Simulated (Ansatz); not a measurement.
# AlGa3As4: the cost of one run

Program: Ansatz 0.2.0. Level of theory: DFT r2SCAN, scalar-relativistic, plane waves, PAW. These are calculated values, not measurements.

2 further runs of the same task are left out: 2 set aside as unsound or not needed.

## 1. The starting structure

It takes space group P3m1 (No. 156, trigonal). Conventional cell: a = 3.267 Å, b = 3.267 Å, c = 10.719 Å, α = 90.00°, β = 90.00°, γ = 120.00°. Around In (site symmetry 3m) lie 4 N at 2.08 to 2.18 Å. Around Ga (site symmetry 3m) lie 4 N at 1.92 to 1.98 Å. Ga (site symmetry 3m) is surrounded by 4 N at 1.95 to 1.98 Å. N (site symmetry 3m) is surrounded by 1 Ga at 1.92 Å and 3 In at 2.08 Å. N (site symmetry 3m) is surrounded by 4 Ga at 1.95 to 1.98 Å. Around N (site symmetry 3m) lie 3 Ga at 1.98 Å and 1 In at 2.18 Å.

As a file:

```xyz
8
Lattice="3.2669 0.0000 0.0000 -1.6334 2.8292 0.0000 0.0000 0.0000 10.7188" Properties=species:S:1:pos:R:3 pbc="T T T"
In    0.0000    0.0000   10.6992
Ga    1.6334    0.9431    2.7814
Ga    1.6334    0.9431    7.9073
Ga    0.0000    0.0000    5.3429
N     1.6334    0.9431    0.8586
N     1.6334    0.9431    5.9594
N     0.0000    0.0000    3.3955
N     0.0000    0.0000    8.5226
```

It goes back to an entry of the Materials Project, which need not be the stable form.

It is the result of an earlier relaxation at this level (volume 12.38 Å³/atom; gap on the mesh: 1.07 eV).

## 2. Swap In → Al, N → As

The start of AlGa3As4: fractional positions of relaxed InGa3N4, cell scaled by 1.136, a guess from tabulated radii.

## 3. Quick check of gap, pressure and forces (AlGa3As4)

input.yaml

```yaml
crystal:
  lattice:
    - [3.7101357124, 0.0, 0.0]
    - [-1.8550678562, 3.2130717784, 0.0]
    - [0.0, 0.0, 12.1730299025]
  atoms:
    - { symbol: Al, position: [0.0, 0.0, 0.9981797115] }
    - { symbol: Ga, position: [0.6666666667, 0.3333333333, 0.259485315] }
    - { symbol: Ga, position: [0.6666666667, 0.3333333333, 0.7377092299] }
    - { symbol: Ga, position: [0.0, 0.0, 0.4984600077] }
    - { symbol: As, position: [0.6666666667, 0.3333333333, 0.0800988601] }
    - { symbol: As, position: [0.6666666667, 0.3333333333, 0.555974854] }
    - { symbol: As, position: [0.0, 0.0, 0.3167826188] }
    - { symbol: As, position: [0.0, 0.0, 0.795110403] }
basis:
  ecutwfc: 500
kpoints:
  mp_grid: { grid: [6, 6, 2] }
hamiltonian:
  xc: r2scan
scf:
  occupations: { method: gaussian, width: 0.1 }
output:
  forces: true
  stress: true
  eigenvalues: true
```

Launch:

```bash
$ ansatz run input.yaml --threads 2 --pin off --max-ram 5120MiB --backend cpu --events-out ev --progress --plain --runs-dir out
```

What time and memory should one allow on 2 threads of Oxide Virtual Turin-like (Zen 5), shared host?

About 13 s, with a peak of 0.78 GiB.
